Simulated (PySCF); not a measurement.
**A gas-phase reaction: H2MgO + CH2O → CH4MgO2**

Aim: the reaction energy of `[OH][MgH]` + `C=O` → `C[O][Mg][OH]`.

Programs: PySCF 2.14.0. All values are calculated, for the isolated system unless a continuum is named. Atoms count from 0, parts from 1.

## 1. The system as given

Each species was relaxed by itself at PBE0-D3(BJ)/def2-SVPD.

## 2. Reaction energy: wB97M-D3(BJ)/def2-TZVPD

The job: settings as JSON, then the geometry in Å.

```
{"job": {"kind": "react", "xc": "wB97M-D3(BJ)", "basis": "def2-TZVPD"}, "charge": 0, "multiplicity": 1}
-1 H2MgO charge 0 multiplicity 1
O     -0.713190     0.750930    -0.291810
Mg     0.467200    -0.491860     0.189620
H     -1.341860     1.414160    -0.544520
H      1.587820    -1.673220     0.646700

-1 CH2O charge 0 multiplicity 1
C     -0.001980     0.002940     0.000060
O      1.182170    -0.181560     0.015780
H     -0.732740    -0.840750     0.011610
H     -0.439220     1.029610    -0.026930

+1 CH4MgO2 charge 0 multiplicity 1
C      1.082350     1.371330     0.054560
O      0.144260     0.369350     0.016740
Mg    -0.924080    -1.043030    -0.051000
O     -2.084540    -2.399740    -0.113820
H      2.110370     0.977050     0.173640
H      0.906850     2.068410     0.896640
H      1.076500     1.978600    -0.871140
H     -2.311700    -3.321970    -0.105610
```

Level: wB97M-D3(BJ)/def2-TZVPD reaction energy of separated species, gas phase.

On the command line:

```bash
> OMP_NUM_THREADS=1 python cluster_run.py task.json out
```

The driver reads the jobs from task.json and runs them one after another.

The program printed:

```text
species 1 (H2MgO)
coarse grid: 16360 points
cycle   1  E = -276.4676896968  dE = -2.528e-02  |g| = 8.455e-01  |ddm| = 1.476e+00
cycle   2  E = -276.3655124589  dE =  1.022e-01  |g| = 1.183e+00  |ddm| = 8.699e-01
cycle   3  E = -276.6164611534  dE = -2.509e-01  |g| = 4.315e-02  |ddm| = 4.676e-01
cycle   4  E = -276.6174327604  dE = -9.716e-04  |g| = 1.312e-02  |ddm| = 8.006e-02
cycle   5  E = -276.6175286866  dE = -9.593e-05  |g| = 2.740e-03  |ddm| = 2.829e-02
cycle   6  E = -276.6175354783  dE = -6.792e-06  |g| = 6.554e-04  |ddm| = 9.654e-03
final grid: 33488 points
cycle   7  E = -276.6174650083  dE = -2.414e-07  |g| = 5.513e-04  |ddm| = 2.198e-03
cycle   8  E = -276.6174650095  dE = -1.125e-09  |g| = 6.677e-04  |ddm| = 6.402e-04
cycle   9  E = -276.6174650809  dE = -7.142e-08  |g| = 4.099e-05  |ddm| = 2.529e-04
cycle  10  E = -276.6174650828  dE = -1.879e-09  |g| = 1.409e-05  |ddm| = 1.318e-04
cycle  11  E = -276.6174650828  dE = -8.657e-11  |g| = 1.227e-06  |ddm| = 2.720e-05
converged SCF energy = -276.6174650828

species 2 (CH2O)
coarse grid: 15304 points
cycle   1  E = -114.4518071733  dE =  2.070e-01  |g| = 7.655e-01  |ddm| = 1.397e+00
cycle   2  E = -114.3213037767  dE =  1.305e-01  |g| = 1.203e+00  |ddm| = 9.182e-01
cycle   3  E = -114.5746134414  dE = -2.533e-01  |g| = 4.171e-02  |ddm| = 5.085e-01
cycle   4  E = -114.5750009553  dE = -3.875e-04  |g| = 1.576e-02  |ddm| = 3.291e-02
cycle   5  E = -114.5750640611  dE = -6.311e-05  |g| = 5.175e-03  |ddm| = 1.226e-02
cycle   6  E = -114.5750735306  dE = -9.469e-06  |g| = 1.259e-03  |ddm| = 5.567e-03
final grid: 33160 points
cycle   7  E = -114.5750705153  dE = -6.447e-07  |g| = 9.406e-04  |ddm| = 2.737e-03
cycle   8  E = -114.5750705335  dE = -1.819e-08  |g| = 1.223e-03  |ddm| = 9.271e-04
cycle   9  E = -114.5750707683  dE = -2.348e-07  |g| = 1.184e-04  |ddm| = 5.375e-04
cycle  10  E = -114.5750707789  dE = -1.054e-08  |g| = 8.936e-05  |ddm| = 2.071e-04
cycle  11  E = -114.5750707816  dE = -2.714e-09  |g| = 2.255e-06  |ddm| = 1.208e-04
cycle  12  E = -114.5750707816  dE = -1.478e-12  |g| = 3.887e-07  |ddm| = 6.806e-06
converged SCF energy = -114.5750707816

species 3 (CH4MgO2)
coarse grid: 31664 points
cycle   1  E = -391.0409215935  dE =  2.594e-01  |g| = 1.095e+00  |ddm| = 2.209e+00
cycle   2  E = -390.9019352728  dE =  1.390e-01  |g| = 1.458e+00  |ddm| = 1.367e+00
cycle   3  E = -391.2688864093  dE = -3.670e-01  |g| = 4.278e-02  |ddm| = 6.937e-01
cycle   4  E = -391.2697137946  dE = -8.274e-04  |g| = 1.934e-02  |ddm| = 7.404e-02
cycle   5  E = -391.2698218481  dE = -1.081e-04  |g| = 7.961e-03  |ddm| = 2.192e-02
cycle   6  E = -391.2698403115  dE = -1.846e-05  |g| = 2.835e-03  |ddm| = 8.574e-03
cycle   7  E = -391.2698424937  dE = -2.182e-06  |g| = 1.254e-03  |ddm| = 3.471e-03
final grid: 66648 points
cycle   8  E = -391.2697753268  dE = -2.536e-07  |g| = 1.449e-03  |ddm| = 4.537e-03
cycle   9  E = -391.2697751940  dE =  1.328e-07  |g| = 1.786e-03  |ddm| = 1.625e-03
cycle  10  E = -391.2697757155  dE = -5.215e-07  |g| = 8.952e-05  |ddm| = 8.123e-04
cycle  11  E = -391.2697757196  dE = -4.032e-09  |g| = 4.206e-05  |ddm| = 1.346e-04
cycle  12  E = -391.2697757212  dE = -1.610e-09  |g| = 6.161e-06  |ddm| = 1.428e-04
cycle  13  E = -391.2697757212  dE = -4.013e-11  |g| = 4.340e-06  |ddm| = 2.823e-05
converged SCF energy = -391.2697757212

Reaction energy = -49.505 kcal/mol
```

It took 23 s on 1 thread of Arm Neoverse N1, shared host; peak memory 0.63 GiB.

Species by species (with the dispersion term, which the log's SCF energies lack):

```
 ν       species  energy (Eh)  HOMO (eV)
-1     [OH][MgH]   -276.61907     -10.32
-1           C=O   -114.57707     -10.37
+1  C[O][Mg][OH]   -391.27504      -9.63
```

## 3. Reaction energy: PBE0-D3(BJ)/def2-TZVPD

Settings changed since step 2:

```diff
@@ -1,2 +1,2 @@
-{"job": {"kind": "react", "xc": "wB97M-D3(BJ)", "basis": "def2-TZVPD"}, "charge": 0, "multiplicity": 1}
+{"job": {"kind": "react", "xc": "PBE0", "basis": "def2-TZVPD", "disp": "d3bj"}, "charge": 0, "multiplicity": 1}
 -1 H2MgO charge 0 multiplicity 1
```

Method: PBE0-D3(BJ)/def2-TZVPD reaction energy of separated species, gas phase.

The program printed:

```text
species 1 (H2MgO)
coarse grid: 3952 points
cycle   1  E = -276.2155581187  dE =  2.972e-02  |g| = 9.030e-01  |ddm| = 1.568e+00
cycle   2  E = -275.4682445665  dE =  7.473e-01  |g| = 2.029e+00  |ddm| = 1.233e+00
cycle   3  E = -276.3668881058  dE = -8.986e-01  |g| = 1.057e-01  |ddm| = 9.245e-01
cycle   4  E = -276.3699952934  dE = -3.107e-03  |g| = 2.604e-02  |ddm| = 1.031e-01
cycle   5  E = -276.3701382830  dE = -1.430e-04  |g| = 4.584e-03  |ddm| = 1.941e-02
cycle   6  E = -276.3701423512  dE = -4.068e-06  |g| = 5.277e-04  |ddm| = 4.005e-03
final grid: 33488 points
cycle   7  E = -276.3708590738  dE = -1.668e-05  |g| = 4.105e-03  |ddm| = 3.552e-02
cycle   8  E = -276.3708544030  dE =  4.671e-06  |g| = 6.480e-03  |ddm| = 4.311e-03
cycle   9  E = -276.3708616204  dE = -7.217e-06  |g| = 5.908e-04  |ddm| = 2.726e-03
cycle  10  E = -276.3708616691  dE = -4.876e-08  |g| = 5.328e-05  |ddm| = 2.626e-04
cycle  11  E = -276.3708616696  dE = -4.367e-10  |g| = 5.467e-06  |ddm| = 4.023e-05
converged SCF energy = -276.3708616696

species 2 (CH2O)
coarse grid: 3416 points
cycle   1  E = -114.3196637448  dE =  2.100e-01  |g| = 7.144e-01  |ddm| = 1.358e+00
cycle   2  E = -113.9100319302  dE =  4.096e-01  |g| = 1.610e+00  |ddm| = 1.032e+00
cycle   3  E = -114.4210729203  dE = -5.110e-01  |g| = 3.342e-02  |ddm| = 7.044e-01
cycle   4  E = -114.4212422100  dE = -1.693e-04  |g| = 2.300e-02  |ddm| = 4.129e-02
cycle   5  E = -114.4213539686  dE = -1.118e-04  |g| = 5.734e-03  |ddm| = 1.316e-02
cycle   6  E = -114.4213603646  dE = -6.396e-06  |g| = 1.321e-03  |ddm| = 3.209e-03
final grid: 33160 points
cycle   7  E = -114.4194267299  dE =  1.445e-06  |g| = 1.059e-02  |ddm| = 4.269e-02
cycle   8  E = -114.4193605129  dE =  6.622e-05  |g| = 2.179e-02  |ddm| = 1.276e-02
cycle   9  E = -114.4194464778  dE = -8.596e-05  |g| = 6.770e-04  |ddm| = 9.011e-03
cycle  10  E = -114.4194465751  dE = -9.728e-08  |g| = 1.136e-04  |ddm| = 4.040e-04
cycle  11  E = -114.4194465779  dE = -2.898e-09  |g| = 1.436e-05  |ddm| = 9.012e-05
cycle  12  E = -114.4194465780  dE = -4.633e-11  |g| = 1.173e-06  |ddm| = 1.299e-05
converged SCF energy = -114.4194465780

species 3 (CH4MgO2)
coarse grid: 7368 points
cycle   1  E = -390.6041266780  dE =  3.076e-01  |g| = 1.203e+00  |ddm| = 2.326e+00
cycle   2  E = -389.6516478015  dE =  9.525e-01  |g| = 2.440e+00  |ddm| = 2.051e+00
cycle   3  E = -390.8727690977  dE = -1.221e+00  |g| = 1.130e-01  |ddm| = 1.534e+00
cycle   4  E = -390.8754816957  dE = -2.713e-03  |g| = 3.783e-02  |ddm| = 1.084e-01
cycle   5  E = -390.8756366170  dE = -1.549e-04  |g| = 2.308e-02  |ddm| = 3.368e-02
cycle   6  E = -390.8757281998  dE = -9.158e-05  |g| = 3.518e-03  |ddm| = 1.295e-02
cycle   7  E = -390.8757304082  dE = -2.208e-06  |g| = 3.565e-04  |ddm| = 2.332e-03
final grid: 66648 points
cycle   8  E = -390.8730577515  dE = -4.031e-05  |g| = 7.516e-03  |ddm| = 8.629e-02
cycle   9  E = -390.8730471011  dE =  1.065e-05  |g| = 1.081e-02  |ddm| = 8.535e-03
cycle  10  E = -390.8730672431  dE = -2.014e-05  |g| = 1.350e-03  |ddm| = 5.157e-03
cycle  11  E = -390.8730675896  dE = -3.466e-07  |g| = 2.272e-04  |ddm| = 9.041e-04
cycle  12  E = -390.8730676013  dE = -1.165e-08  |g| = 4.260e-05  |ddm| = 1.801e-04
cycle  13  E = -390.8730676016  dE = -2.684e-10  |g| = 1.824e-05  |ddm| = 3.794e-05
converged SCF energy = -390.8730676016

Reaction energy = -52.727 kcal/mol
```

Wall time 10 s (1 thread of Arm Neoverse N1, shared host); peak memory 0.6 GiB.

Reaction energy at this level: -52.73 kcal/mol.

## 4. Reaction energy: MP2/def2-TZVPD

Settings changed since step 3:

```diff
@@ -1,2 +1,2 @@
-{"job": {"kind": "react", "xc": "PBE0", "basis": "def2-TZVPD", "disp": "d3bj"}, "charge": 0, "multiplicity": 1}
+{"job": {"kind": "react", "xc": "MP2", "basis": "def2-TZVPD"}, "charge": 0, "multiplicity": 1}
 -1 H2MgO charge 0 multiplicity 1
```

Method: MP2/def2-TZVPD reaction energy of separated species, gas phase.

The program printed:

```text
species 1 (H2MgO)
final grid: 33488 points
cycle   1  E = -275.5920601190  dE = -1.491e-01  |g| = 6.504e-01  |ddm| = 1.418e+00
cycle   2  E = -275.6484760291  dE = -5.642e-02  |g| = 5.073e-01  |ddm| = 5.641e-01
cycle   3  E = -275.6924689949  dE = -4.399e-02  |g| = 3.654e-02  |ddm| = 2.127e-01
cycle   4  E = -275.6934223499  dE = -9.534e-04  |g| = 7.506e-03  |ddm| = 6.803e-02
cycle   5  E = -275.6934691355  dE = -4.679e-05  |g| = 1.476e-03  |ddm| = 1.585e-02
cycle   6  E = -275.6934710367  dE = -1.901e-06  |g| = 2.687e-04  |ddm| = 4.477e-03
cycle   7  E = -275.6934710964  dE = -5.973e-08  |g| = 5.671e-05  |ddm| = 1.090e-03
cycle   8  E = -275.6934710984  dE = -2.022e-09  |g| = 1.050e-05  |ddm| = 1.518e-04
cycle   9  E = -275.6934710985  dE = -7.753e-11  |g| = 2.754e-06  |ddm| = 3.536e-05
converged SCF energy = -275.6934710985

species 2 (CH2O)
final grid: 33160 points
cycle   1  E = -113.8140442594  dE =  1.892e-01  |g| = 6.697e-01  |ddm| = 1.303e+00
cycle   2  E = -113.8580510810  dE = -4.401e-02  |g| = 5.821e-01  |ddm| = 6.101e-01
cycle   3  E = -113.9157738603  dE = -5.772e-02  |g| = 4.626e-02  |ddm| = 2.512e-01
cycle   4  E = -113.9166988219  dE = -9.250e-04  |g| = 1.928e-02  |ddm| = 5.023e-02
cycle   5  E = -113.9168981086  dE = -1.993e-04  |g| = 7.886e-03  |ddm| = 2.078e-02
cycle   6  E = -113.9169529194  dE = -5.481e-05  |g| = 2.674e-03  |ddm| = 1.386e-02
cycle   7  E = -113.9169568176  dE = -3.898e-06  |g| = 4.033e-04  |ddm| = 4.312e-03
cycle   8  E = -113.9169568969  dE = -7.934e-08  |g| = 5.597e-05  |ddm| = 7.348e-04
cycle   9  E = -113.9169568990  dE = -2.127e-09  |g| = 1.099e-05  |ddm| = 2.017e-04
cycle  10  E = -113.9169568991  dE = -7.131e-11  |g| = 1.772e-06  |ddm| = 3.595e-05
converged SCF energy = -113.9169568991

species 3 (CH4MgO2)
final grid: 66648 points
cycle   1  E = -389.5391909750  dE =  1.264e-01  |g| = 8.521e-01  |ddm| = 2.195e+00
cycle   2  E = -389.6168126902  dE = -7.762e-02  |g| = 6.313e-01  |ddm| = 8.875e-01
cycle   3  E = -389.6830290216  dE = -6.622e-02  |g| = 4.383e-02  |ddm| = 3.024e-01
cycle   4  E = -389.6839027302  dE = -8.737e-04  |g| = 1.216e-02  |ddm| = 6.999e-02
cycle   5  E = -389.6839628102  dE = -6.008e-05  |g| = 3.645e-03  |ddm| = 1.685e-02
cycle   6  E = -389.6839705636  dE = -7.753e-06  |g| = 9.524e-04  |ddm| = 8.427e-03
cycle   7  E = -389.6839711401  dE = -5.766e-07  |g| = 2.394e-04  |ddm| = 2.734e-03
cycle   8  E = -389.6839711796  dE = -3.942e-08  |g| = 5.875e-05  |ddm| = 7.447e-04
cycle   9  E = -389.6839711821  dE = -2.552e-09  |g| = 2.271e-05  |ddm| = 1.721e-04
cycle  10  E = -389.6839711823  dE = -2.266e-10  |g| = 9.801e-06  |ddm| = 3.644e-05
converged SCF energy = -389.6839711823

Reaction energy = -54.133 kcal/mol
```

Wall time 4.8 s (1 thread of Arm Neoverse N1, shared host); peak memory 0.43 GiB.

Reaction energy at this level: -54.13 kcal/mol.

## 5. Comparing the runs

Energies in kcal/mol, with wall time:

```
                    run  reaction   time
wB97M-D3(BJ)/def2-TZVPD    -49.51   23 s
 PBE0-D3(BJ)/def2-TZVPD    -52.73   10 s
         MP2/def2-TZVPD    -54.13  4.8 s
```

## 6. What came out

| quantity | value |
| --- | --- |
| reaction energy (wB97M-D3(BJ)/def2-TZVPD) | -49.51 kcal/mol |
| ΔH, ΔG at 298 K (xTB thermal terms) | -45.6, -35.2 kcal/mol |
| range of the reaction energy over the runs of this table | -54.13 to -49.51 kcal/mol |

The reaction is exothermic by 45.6 kcal/mol in the gas phase; dispersion gives -1.04, and xTB itself gave -26.47 for the electronic energy (xTB energies and thermal terms come from the earlier relaxation of each species, not shown). No barrier was sought. xTB and this level differ widely in the electronic energy, so what comes from xTB (the thermal terms above all) is less safe here. The reaction energy runs from -54.13 (MP2/def2-TZVPD) to -49.51 kcal/mol (wB97M-D3(BJ)/def2-TZVPD).
